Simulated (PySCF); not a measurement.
Crystal: F2AlBr, in a box.

```
F Al Br
1.0
    12.00000    0.00000    0.00000
     0.00000   12.00000    0.00000
     0.00000    0.00000   12.00000
F Al Br
2 1 1
Direct
  0.60492 0.57615 0.59385
  0.53180 0.38429 0.48129
  0.52177 0.51807 0.50331
  0.39725 0.61921 0.41181
```

Base run:

```yaml
Program: PySCF 2.14.0
Functional: r2SCAN0
Dispersion: D4
Potentials_or_basis: def2-svp (all-electron)
k_mesh: 1 × 1 × 1
Occupations: fixed
Spin: no spin polarisation
```

Its results: gap between the frontier levels 8.42 eV.

**Question.** The run is repeated on the same cell with these changes: functional from r2SCAN0 to AM05. What comes out?

**Answer.** Gap between the frontier levels 5.70 eV.

r2SCAN0 gives the wider gap, since exact exchange removes part of the self-interaction.

Caveats: this is a molecule in a periodic box at the Γ point, so its band gap is the HOMO-LUMO gap; relativity is left out, which matters for the heavier elements; the basis of atomic orbitals isn't converged, which shifts pressures, moduli and gaps; the D4 parameters stored for this functional may belong to another (some runs).

A k mesh can miss the band edges.

Not every run made on this cell is shown here.
